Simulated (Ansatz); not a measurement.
# HfBBr4: properties of a relaxed candidate

Method: DFT PBE, scalar-relativistic, plane waves, PAW, in Ansatz 0.2.0.

### 1 The system as given

Symmetry: P4/mmm, No. 123, tetragonal system. The conventional cell has a = 4.702 Å, b = 4.702 Å, c = 6.850 Å, α = 90.00°, β = 90.00°, γ = 90.00°. Around Hf (site symmetry 4/mmm) lie 8 Br at 2.86 Å. Around B (site symmetry 4/mmm) lie 8 Br at 2.96 Å. Around Br (site symmetry 2mm) lie 2 Hf at 2.86 Å.

Structure file:

```
Hf B Br
1.0
     4.70152    0.00000    0.00000
     0.00000    4.70152    0.00000
     0.00000    0.00000    6.84953
Hf B Br
1 1 4
Direct
  0.00000 0.00000 0.00000
  0.50000 0.50000 0.50000
  0.50000 0.00000 0.23677
  0.00000 0.50000 0.76323
  0.50000 0.00000 0.76323
  0.00000 0.50000 0.23677
```

The cell was relaxed beforehand at this level, starting from a generated guess, and another structure or a mixture of phases may lie lower. At a tolerance of 0.05 Å it has space group P4/mmm (No. 123); it has 25.23 Å³/atom, an uncorrected energy of +0.02 eV/atom over the elements.

### 2 Bands, states and charges

Input file input.yaml:

```yaml
crystal:
  lattice:
    - [4.7015236646, 0.0, 0.0]
    - [0.0, 4.7015236646, 0.0]
    - [0.0, 0.0, 6.849531108]
  atoms:
    - { symbol: Hf, position: [0.0, 0.0, 0.0] }
    - { symbol: B, position: [0.5, 0.5, 0.5] }
    - { symbol: Br, position: [0.5, 0.0, 0.2367697949] }
    - { symbol: Br, position: [0.0, 0.5, 0.7632302051] }
    - { symbol: Br, position: [0.5, 0.0, 0.7632302051] }
    - { symbol: Br, position: [0.0, 0.5, 0.2367697949] }
basis:
  ecutwfc: 420
kpoints:
  mp_grid: { grid: [8, 8, 6] }
  band_path:
    path:
      - [[0.0, 0.0, 0.0], [0.0, 0.5, 0.0], [0.5, 0.5, 0.0], [0.0, 0.0, 0.0], [0.0, 0.0, 0.5], [0.0, 0.5, 0.5], [0.5, 0.5, 0.5], [0.0, 0.0, 0.5]]
      - [[0.0, 0.5, 0.0], [0.0, 0.5, 0.5]]
      - [[0.5, 0.5, 0.0], [0.5, 0.5, 0.5]]
    npoints: 14
hamiltonian:
  xc: pbe
scf:
  occupations: { method: gaussian, width: 0.1 }
  n_extra_bands: 15
output:
  forces: true
  stress: true
  eigenvalues: true
  populations: true
  dos: { projected: true, de: 0.02, nscf_kmesh: { grid: [10, 10, 8] } }
  bader: true
  write_density: true
  write_potential: true
  elf: true
  volumetric_format: npy
```

The run is started by

```sh
$ ansatz run input.yaml --threads 1 --pin off --max-ram 2048MiB --backend cpu --events-out ev --progress --plain --runs-dir out
```

Q: Estimate wall time and peak memory on 1 thread of Arm Neoverse V1, shared host.

About 96 s, with a peak of 0.74 GiB.
